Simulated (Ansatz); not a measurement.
# HF/STO-3G run of C2F3I (SMILES FC(F)=C(F)I)

What is the electronic atomisation energy of C2F3I at HF/STO-3G? 

The results are computed with Ansatz 0.2.0.

45 further runs of the same task are left out: 1 that didn't finish, 44 set aside as unsound or not needed. Runs told in other sessions of the task aren't counted.

### Step 1. The system as given

C2F3I has 6 atoms, charge 0, and is taken as a singlet. SMILES: `FC(F)=C(F)I`. Geometry: relaxed at PBE0-D4/def2-TZVP.

Bond lengths: F1–C2 1.309 Å, C2–F3 1.307 Å, C2–C4 1.325 Å, C4–F5 1.329 Å, C4–I6 2.055 Å. Angles: F1–C2–F3 112.1°, F1–C2–C4 123.6°, F3–C2–C4 124.3°, C2–C4–F5 119.5°, C2–C4–I6 124.0°, F5–C4–I6 116.5°.

### Step 2. A single-point energy at HF/STO-3G

job.yaml reads:

```yaml
crystal:
  periodic: [false, false, false]
  atoms:
    - {symbol: F, position_ang: [0.782200, -1.666200, 0.357400]}
    - {symbol: C, position_ang: [-0.077200, -0.685500, 0.243100]}
    - {symbol: F, position_ang: [-1.268000, -1.024600, 0.661800]}
    - {symbol: C, position_ang: [0.232800, 0.507600, -0.241400]}
    - {symbol: F, position_ang: [1.477400, 0.747900, -0.640000]}
    - {symbol: I, position_ang: [-1.105100, 2.056700, -0.427000]}
basis:
  gaussian:
    orbitals: STO-3G
hamiltonian:
  xc: hf
output: {orbitals: {seedname: orbitals}}
accuracy: high
```

On the command line:

```console
$ ansatz run job.yaml --threads 1 --pin off --max-ram 2610MiB --events-out events.jsonl --progress --plain --runs-dir runs
```

The program printed:

```text
Warning: RAYON_NUM_THREADS=1 ignored (pool sized by the plan → 1); use --threads N
Functional definition: HF
  name "HF"
  exchange = exact_x
  correlation = 0
883 factors; integrals over basis functions are off by at most 4.9e-8 eV
mean field evaluation 1: about -196449.3733 eV, gradient 3.6e1 eV
mean field evaluation 2: about -196449.6252 eV, gradient 3.6e1 eV
mean field evaluation 4: about -196454.2659 eV, gradient 2.5e0 eV
mean field evaluation 8: about -196454.2978 eV, gradient 1.9e-4 eV
mean field -196454.29782074 eV, -7219.5622834064 hartree, gradient 1.2e-8 eV, S^2 0.000000; 0 other end points of the search recorded, 0 dependent functions left out
reference -196454.29782074 eV, -7219.5622834064 hartree; 46, 46 occupied and 6, 6 virtual orbitals, 883 factors
Total energy: -196454.29782074 eV, -7219.5622834064 hartree
```

Wall time 1.6 s (1 thread of Arm Neoverse V1, shared host); peak memory 0.13 GiB.

### Step 3. The C atom, same level

input.yaml reads:

```yaml
crystal:
  periodic: [false, false, false]
  atoms:
    - {symbol: C, position_ang: [0.000000, 0.000000, 0.000000]}
basis:
  gaussian:
    orbitals: STO-3G
total_charge: 0
magnetization:
  spin_polarized: true
  initial_magnetization: 2
hamiltonian:
  xc: hf
accuracy: high
```

Run the same way, it converges to -37.19839 Eh (log not shown).

### Step 4. The F atom at the same level

molecule.yaml reads:

```yaml
crystal:
  periodic: [false, false, false]
  atoms:
    - {symbol: F, position_ang: [0.000000, 0.000000, 0.000000]}
basis:
  gaussian: {orbitals: STO-3G}
magnetization: {spin_polarized: true, initial_magnetization: 1}
hamiltonian: {xc: hf}
accuracy: high
```

Run the same way, it converges to -97.98651 Eh (log not shown).

### Step 5. The I atom, same level

in.yaml reads:

```yaml
crystal:
  periodic: [false, false, false]
  atoms:
    - symbol: I
      position_ang: [0.000000, 0.000000, 0.000000]
basis:
  gaussian:
    orbitals: STO-3G
magnetization:
  spin_polarized: true
  initial_magnetization: 1
hamiltonian:
  xc: hf
accuracy: high
```

Run the same way, it converges to -6850.67625 Eh (log not shown).

### Step 6. Results

At HF/STO-3G:

```
                     quantity           value
       molecule: total energy  -7219.56228 Eh
        molecule: HOMO energy        -7.00 eV
        molecule: LUMO energy         7.80 eV
      molecule: HOMO–LUMO gap        14.80 eV
         C atom: total energy    -37.19839 Eh
                 C atom: ⟨S²⟩           2.000
         F atom: total energy    -97.98651 Eh
                 F atom: ⟨S²⟩           0.750
         I atom: total energy  -6850.67625 Eh
                 I atom: ⟨S²⟩           0.750
electronic atomisation energy       14.415 eV
```

What this shows: Taking the molecule apart into free atoms costs 14.41 eV (332 kcal/mol), before zero-point energy and without spin-orbit coupling. Hartree–Fock lacks the correlation of the bonding pairs, which as a rule makes this value much too low; in minimal bases other errors can mask that. In a minimal basis such a difference can be off by several eV, whatever the method. Relativity is left out (molecule) although the molecule holds a heavy atom. Relativity is left out (I atom) although the molecule holds a heavy atom.
